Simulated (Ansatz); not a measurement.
# Hf5C3: the cost of one run

Method: DFT PBE, scalar-relativistic, plane waves, PAW, unless a step names another level, in Ansatz 0.2.0.

4 further runs of the same task are left out: 4 set aside as unsound or not needed. Runs told in other sessions of the task aren't counted.

### 1 The formula and the candidates

Pauling electronegativities: Hf 1.30, C 2.55 (spread 1.25). No set of common oxidation states balances it. Tabulated atomic sizes suggest about 16 Å³/atom. 23 candidates were drawn, by swapping species into database cells of other compounds, at random by space group and Wyckoff sites, or by hand, as the table says:

| name | made from | space group no. | Wyckoff sites | atoms (primitive cell) | V (Å³/atom) |
| --- | --- | --- | --- | --- | --- |
| c01 | random | 217 | Hf 2a, 8c; C 6b | 8 | 16.4 |
| c02 | random | 155 | Hf 6c, 9e; C 6c, 3a | 8 | 17.7 |
| c03 | random | 221 | Hf 1a, 3c, 1b; C 3d | 8 | 19.3 |
| c04 | random | 71 | Hf 8l, 2d; C 4j, 2b | 8 | 20.2 |
| c05 | random | 123 | Hf 4i, 1b; C 2g, 1d | 8 | 16.8 |
| c06 | database cell of Ti3Al5 | 47 | Hf 1c, 1a, 1f, 2s; C 2r, 1h | 8 | 17.9 |
| c07 | random | 166 | Hf 9d, 6c; C 9e | 8 | 17.6 |
| c09 | random | 191 | Hf 4h, 1a; C 1b, 2d | 8 | 16.9 |
| c10 | database cell of Ti3Pd5 | 123 | Hf 2g, 1a, 2h; C 2h, 1b | 8 | 17.8 |
| c11 | database cell of Al3Ni5 | 65 | Hf 2a, 4e, 4h; C 2b, 4j | 8 | 15.9 |
| c12 | random | 156 | Hf 1a, 3d, 1c; C 1b, 1c, 1b | 8 | 19.9 |
| c13 | random | 187 | Hf 3k, 2g; C 2i, 1d | 8 | 16.4 |
| c14 | random | 164 | Hf 3f, 2d; C 2d, 1a | 8 | 21.0 |
| c15 | database cell of Ti3Al5 | 123 | Hf 4i, 1a; C 1b, 1c, 1d | 8 | 17.8 |
| c16 | random | 164 | Hf 3e, 2d; C 3f | 8 | 20.5 |
| c17 | database cell of Zn5Pd3 | 123 | Hf 2g, 2g, 1c; C 2h, 1d | 8 | 16.3 |
| c18 | database cell of Fe5Co3 | 229 | Hf 2a, 8c; C 6b | 8 | 16.5 |
| c19 | random | 221 | Hf 3d, 1a, 1b; C 3c | 8 | 18.6 |
| c20 | random | 187 | Hf 2h, 3j; C 2i, 1c | 8 | 19.4 |
| c21 | random | 216 | Hf 4a, 16e; C 4d, 4c, 4b | 8 | 17.4 |
| c22 | random | 191 | Hf 4h, 1b; C 2e, 1a | 8 | 20.2 |
| c23 | random | 65 | Hf 8m, 2b; C 2d, 4j | 8 | 20.7 |
| c24 | random | 191 | Hf 4h, 1a; C 2c, 1b | 8 | 16.6 |

### 2 Screening run of c04

input.yaml

```yaml
crystal:
  lattice:
    - [-2.60131585, 3.28672158, 4.72290326]
    - [2.60131585, -3.28672158, 4.72290326]
    - [2.60131585, 3.28672158, -4.72290326]
  atoms:
    - { symbol: Hf, position: [0.58958841, 0.30297782, 0.28661059] }
    - { symbol: Hf, position: [0.01636723, 0.30297782, 0.71338941] }
    - { symbol: Hf, position: [0.41041159, 0.69702218, 0.71338941] }
    - { symbol: Hf, position: [0.98363277, 0.69702218, 0.28661059] }
    - { symbol: Hf, position: [0.5, 0.0, 0.5] }
    - { symbol: C, position: [0.24637612, 0.74637612, 0.5] }
    - { symbol: C, position: [0.75362388, 0.25362388, 0.5] }
    - { symbol: C, position: [0.0, 0.5, 0.5] }
basis:
  ecutwfc: 420
kpoints:
  mp_grid: { grid: [4, 4, 4] }
hamiltonian:
  xc: pbe
scf:
  occupations: { method: gaussian, width: 0.2 }
  lower_state_search: "off"
output:
  forces: true
  stress: true
  eigenvalues: true
relax:
  adjacent_minimum: "off"
  f_tol: 0.08
  max_steps: 16
  cell: { stress_tol: 0.8 }
```

Launch:

```bash
$ ansatz run input.yaml --threads 1 --pin off --max-ram 2560MiB --backend cpu --events-out ev --progress --plain --runs-dir out
```

Q: Estimate wall time and peak memory on 1 thread of Intel Xeon 6975P-C (Granite Rapids), shared host.

About 3.7 min, with a peak of 0.62 GiB.
